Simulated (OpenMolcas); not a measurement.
# Ce³⁺ among point charges: CASSCF levels and susceptibility

Aim: the splitting of the states of Ce³⁺ in the field of 4 point charges, its lowest levels with spin-orbit coupling and its magnetic susceptibility.

Program: OpenMolcas 26.06. Level of theory: state-averaged CASSCF, spin-orbit coupling by RASSI with atomic mean-field integrals. These are calculated values, not measurements, unless marked.

## (1) Starting point

```
Species                           : Ce³⁺ (cerium, Z = 58, 55 electrons)
Basis                             : ANO-RCC-VTZP [8s7p5d3f2g1h], 104 functions
Scalar Hamiltonian                : DKH2, point nucleus
Inactive shells                   : 1s 2s 2p 3s 3p 3d 4s 4p 4d 5s 5p
Active space                      : 1 electron in 7 orbitals (4f)
Some configurations of this space : 4f
Orbitals                          : optimised for the highest spin of each parity, averaged over all roots
```

Outer shells as boxes (Hund's rule):

4f
```
4f [↑ ][  ][  ][  ][  ][  ][  ]
```

The ion sits among 4 point charges of -0.5 e arranged as a tetrahedron (Td), 2.8 Å from the ion.

Each step is its own input file, run in one work folder so that later steps find the files of earlier ones. Labels, J, g values, rates, χT and fits are worked out afterwards by a script from the matrices that RASSI stores.

## (2) One- and two-electron integrals

The input, a.inp:

```
&GATEWAY
Coord
1

Ce 0.0 0.0 0.0
Basis=ANO-RCC-VTZP
Group=NoSym
NoMove
AngMom=0.0 0.0 0.0
AMFI
XField
4 Angstrom 0
1.616581 1.616581 1.616581 -0.500000
1.616581 -1.616581 -1.616581 -0.500000
-1.616581 1.616581 -1.616581 -0.500000
-1.616581 -1.616581 1.616581 -0.500000
&SEWARD
```

Command:

```sh
$ OMP_NUM_THREADS=1 MOLCAS_MEM=2252 MOLCAS_PROJECT=a pymolcas a.inp > a.log
```

## (3) Reference wave functions, doublets, 7 roots

The input, a.inp:

```
&RASSCF
FileOrb=start.orb
Symmetry=1
Spin=2
nActEl=1 0 0
Inactive=27
Ras2=7
CIRoot=7 7 1
SDav=7
CIMx=300
Iter=120 100
PrWF=0.3
OrbListing=Nothing
MaxOrb=0
>>> COPY $Project.JobIph JOB001
```

start.orb holds the contracted functions of the basis, ordered by shell, or the orbitals of the step before.

## (4) State interaction with spin-orbit coupling

The input, a.inp:

```
&RASSI
NrOfJobIphs=1 7
1 2 3 4 5 6 7
IphNames
JOB001
EJob
SpinOrbit
DIPRint=1.0
SOCoupling=1000.0
Subsets=2
Property=9
'ANGMOM' 1 'ANGMOM' 2 'ANGMOM' 3 'MLTPL  1' 1 'MLTPL  1' 2 'MLTPL  1' 3
'AMFI' 1 'AMFI' 2 'AMFI' 3
SOProperty=3
'ANGMOM' 1 'ANGMOM' 2 'ANGMOM' 3
```

**Question.** What will these runs give? Wanted: spin-free ground state; first state of the same spin within the active space; lowest level; next level.

As calculated:

| quantity | value |
| --- | --- |
| method | CASSCF |
| spin-free ground state | 2T2, 3-fold in its orbital part |
| first state of the same spin within the active space | 2T1 at 28.5 cm⁻¹ |
| lowest level | 4-fold Γ8 |
| next level | 44.0 cm⁻¹ |
| χT at 300 K | 0.81 cm³ K/mol |
| effective moment at 300 K | 2.55 μB |

What this shows: The spin-free ground state (2T2) comes to 100 % from free-ion F terms and keeps the highest spin of the shell. This is an electrostatic model: the charges have no orbitals.
